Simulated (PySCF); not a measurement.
# C₉H₉B: circular dichroism and optical rotation, excited states, first hyperpolarisability

Programs: PySCF 2.14.0, with routines of our own; each step states its level. All values are computed. Atoms count from 0.

## 1. The starting structure

19 atoms, charge 0, multiplicity 1; geometry from: GFN2-xTB.

## 2. Optimising the geometry at PBE0-D3(BJ)/def2-SVP

Job settings and geometry (Å):

```
{"job": {"xc": "PBE0", "basis": "def2-SVP", "d3": "d3bj", "grid": 2, "kind": "geom"}, "charge": 0, "multiplicity": 1}
C      3.898744    -1.812539     0.147843
C      2.917266    -1.410318     0.709657
C      1.762781    -0.957051     1.386871
C      0.902927    -0.133801     0.856331
C     -0.005376     0.635211     0.299956
C      0.111226     2.045511     0.444051
C      0.179935     3.238740     0.551503
B     -1.198039     0.031701    -0.513704
C     -2.264391     1.015959    -1.125523
C     -1.309832    -1.525758    -0.720259
H      4.757812    -2.157729    -0.344541
H      1.625927    -1.328972     2.396969
H      0.247162     4.281151     0.647708
H     -2.877589     1.431683    -0.324524
H     -1.799108     1.873281    -1.610003
H     -2.939692     0.546376    -1.837060
H     -0.997418    -1.768642    -1.737407
H     -2.335464    -1.880555    -0.631387
H     -0.686673    -2.114998    -0.050869
```

Command:

```bash
$ OMP_NUM_THREADS=1 python excited_run.py task.json out
```

This one command runs all jobs of the session in turn.

**Question.** How long does this first job take on 1 thread of Arm Neoverse V2, shared host, and how much memory does it need?

About 97 s, with a peak of 0.85 GiB.
